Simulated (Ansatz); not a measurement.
# ZrSi2O6: the cost of one run

Computed with Ansatz 0.2.0 (DFT PBE, scalar-relativistic, plane waves, PAW, unless a step's input says otherwise).

1 further run of the same task is left out (set aside as unsound or not needed).

## Step 1: The structure to begin with

The structure is monoclinic, space group C2 (No. 5). The conventional cell has a = 9.974 Å, b = 5.008 Å, c = 5.899 Å, α = 90.00°, β = 91.83°, γ = 90.00°. Zr (site symmetry 2) is surrounded by 4 O at 1.96 to 1.97 Å. Si (site symmetry 1) has 4 O at 1.63 to 1.64 Å as nearest neighbours. O (site symmetry 1) is surrounded by 1 Si at 1.63 Å and 1 Zr at 1.96 Å. O (site symmetry 1) is surrounded by 2 Si at 1.64 Å. Around O (site symmetry 1) lie 1 Si at 1.63 Å and 1 Zr at 1.97 Å.

Structure file:

```
CELL_PARAMETERS angstrom
4.98713 -2.50392 -0.00211
4.98713 2.50392 -0.00211
-0.18541 0.00000 5.89570
ATOMIC_POSITIONS crystal
Zr 0.45726 0.54274 0.00000
Si 0.51962 0.98610 0.65476
Si 0.01390 0.48038 0.34524
O 0.79194 0.43115 0.20259
O 0.30634 0.15396 0.43096
O 0.56885 0.20806 0.79741
O 0.12480 0.62874 0.18402
O 0.84604 0.69366 0.56904
O 0.37126 0.87520 0.81598
```

The cell was relaxed beforehand at this level, from a generated guess; it is a trial structure. At a tolerance of 0.02 Å it has space group C2 (No. 5); it has 16.36 Å³/atom, an uncorrected energy of -2.92 eV/atom over the elements and, on its mesh, gap 5.16 eV.

## Step 2: Band edges anywhere in the zone

Contents of input.yaml:

```yaml
crystal:
  lattice:
    - [4.9871333733, -2.5039236027, -0.0021078262]
    - [4.9871333733, 2.5039236027, -0.0021078262]
    - [-0.1854132125, 0.0, 5.8956963565]
  atoms:
    - { symbol: Zr, position: [0.4572640071, 0.5427359929, 0.0] }
    - { symbol: Si, position: [0.5196215306, 0.9861049307, 0.6547608699] }
    - { symbol: Si, position: [0.0138950693, 0.4803784694, 0.3452391301] }
    - { symbol: O, position: [0.7919416057, 0.4311533578, 0.2025884385] }
    - { symbol: O, position: [0.306343915, 0.1539632941, 0.4309599769] }
    - { symbol: O, position: [0.5688466422, 0.2080583943, 0.7974115615] }
    - { symbol: O, position: [0.124798123, 0.6287370463, 0.1840156362] }
    - { symbol: O, position: [0.8460367059, 0.693656085, 0.5690400231] }
    - { symbol: O, position: [0.3712629537, 0.875201877, 0.8159843638] }
basis:
  ecutwfc: 420
kpoints:
  mp_grid: { grid: [6, 6, 4] }
  band_path: { path: [VBM, CBM], npoints: 2 }
hamiltonian:
  xc: pbe
scf:
  occupations: { method: gaussian, width: 0.02 }
output:
  forces: false
  stress: false
  eigenvalues: true
checkpoint:
  read: start.run
  write: ck
  compress: false
  write_wavefunctions: false
  write_every: 100000
```

On the command line:

```console
$ ansatz run input.yaml --threads 1 --pin off --max-ram 2560MiB --backend cpu --events-out ev --progress --plain --runs-dir out
```

Q: Estimate wall time and peak memory on 1 thread of AMD EPYC (Zen 3), shared host.

About 2.3 min, with a peak of 0.48 GiB.
